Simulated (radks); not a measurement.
# Os⁺ in [Xe] 4f14 5d6 6s1: an all-electron calculation

What are the levels of the osmium ion Os+, how large are its shells, and how does its energy divide?

Method: Dirac Kohn-Sham, OLYP, spin-unpolarised, spherical densities, finite nucleus; open shells fill j = l - 1/2 first. Code: radks (a radial shooting solver on a logarithmic mesh, Libxc functionals) version 1.

## 1. The atom as given

| Item | Value |
| --- | --- |
| element | osmium (Z = 76) |
| charge | +1 |
| electrons | 75 |
| configuration | [Xe] 4f14 5d6 6s1 |
| nuclear rms radius | 5.4126 fm |

## 2. The calculation

Input:

```text
Z 76
configuration [Xe] 4f14 5d6 6s1
relativity Dirac
functional optx,lyp
spin unpolarised
j_filling energy
nucleus finite rms 5.4126 fm
c 137.035999084
```

The run is started by

```console
python run_ks.py task.json out
```

The same process makes all the runs of this session.

What does the calculation give?

**Answer**, as computed:

| quantity | value |
| --- | --- |
| total energy | -17284.4730 hartree |
| exchange-correlation share of it | 2.01 % |
| −T/E | 1.1345 |
| highest occupied level | 6s1/2, -12.692 eV |
| most extended occupied level | 6s1/2, <r> = 2.81 bohr |
| radius at density 0.001 e/bohr³ | 4.16 bohr |
| maxima of the radial density | 4 |
| ionisation energy, NIST | 17 (semi-emp.) eV |

**Reading.** The radial density shows 4 maxima for 6 occupied principal shells; where shells overlap, one shows as a shoulder or not at all. −T/E is 1.134: with relativity the kinetic term as defined here no longer equals −E. Minus the highest eigenvalue, 12.692 eV, is 75 % of the tabulated ionisation energy (17 eV); the potential of a semilocal functional falls off too fast, so its top eigenvalue is too shallow. Spin polarisation and multiplet splitting are left out.
